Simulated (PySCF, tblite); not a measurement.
# C₃HClNSe radical: geometry, infrared bands and EPR parameters

Aim: predict the infrared bands and EPR parameters of C₃HClNSe radical (`Clc1cn[c][se]1`).

Programs: tblite 0.8.0 and PySCF 2.14.0, with density-fitted response routines of our own. Each step states its level of theory. These are calculated values for one molecule in the gas phase, unless marked as measured. Atoms are numbered from 0 throughout.

### Step 1. The molecule as given

7 atoms, charge 0, multiplicity 2; geometry from: force field or distance geometry start.

Bonds of the start (Å): Cl0–C1 1.76, C1–C2 1.36, C2–N3 1.31, N3–C4 1.30, C4–Se5 1.95, Se5–C1 1.90, C2–H6 1.11.

### Step 2. Relaxing the molecule with GFN2-xTB

What the job is given:

```
{"job": {"kind": "relax", "xc": "GFN2-xTB", "basis": "xTB"}, "charge": 0, "multiplicity": 2}
Cl     2.416000     0.690400    -0.181900
C      0.678200     0.414800    -0.069700
C      0.054000    -0.789300     0.025300
N     -1.254100    -0.756200     0.096600
C     -1.906100     0.366200     0.116400
Se    -0.610800     1.814600    -0.026800
H      0.626200    -1.735600     0.013000
```

Started as:

```bash
OMP_NUM_THREADS=1 python probes_run.py task.json out
```

One launch serves the whole session: the jobs run in the order shown.

**Question.** This job is followed by: GFN2-xTB harmonic vibrations, gas phase; UKS B3LYP, def2-TZVP-core on Se, pcH-1 on C Cl H N, non-relativistic, mean-field spin-orbit, GIAO. Predict these results of the whole session: strongest single infrared mode (GFN2-xTB); zero-point energy (GFN2-xTB); g(iso) (B3LYP); ⟨S²⟩; largest a(iso); surface potential, 1st and 99th percentile.

The runs gave:

| quantity | value |
| --- | --- |
| strongest single infrared mode (GFN2-xTB) | 1644 cm⁻¹, 138 km/mol |
| zero-point energy (GFN2-xTB) | 19.3 kcal/mol |
| g(iso) (B3LYP) | 1.99530 |
| ⟨S²⟩ | 0.757 (exact 0.75) |
| largest a(iso) | 13C on C4, 705.4 MHz |
| surface potential, 1st and 99th percentile | -1.07 V and 1.31 V |

**Reading.** The optimisation took 16 steps and gained 0.253 eV; among the close pairs (by a distance rule), C4–Se5 changed most, from 1.948 to 1.878 Å. No mode is imaginary among the 15: a minimum at this level. The strongest single mode, at 1644 cm⁻¹, moves mainly C4 and N3. Unscaled tight-binding wavenumbers are off by several per cent, some by more. Its intensities can rank the bands wrongly. Most of the unpaired spin sits on C4 (0.69 e). The isotropic g lies 7.0 ppt below the free-electron value. The hyperfine terms hold no scalar relativity, which the heavier nuclei need.
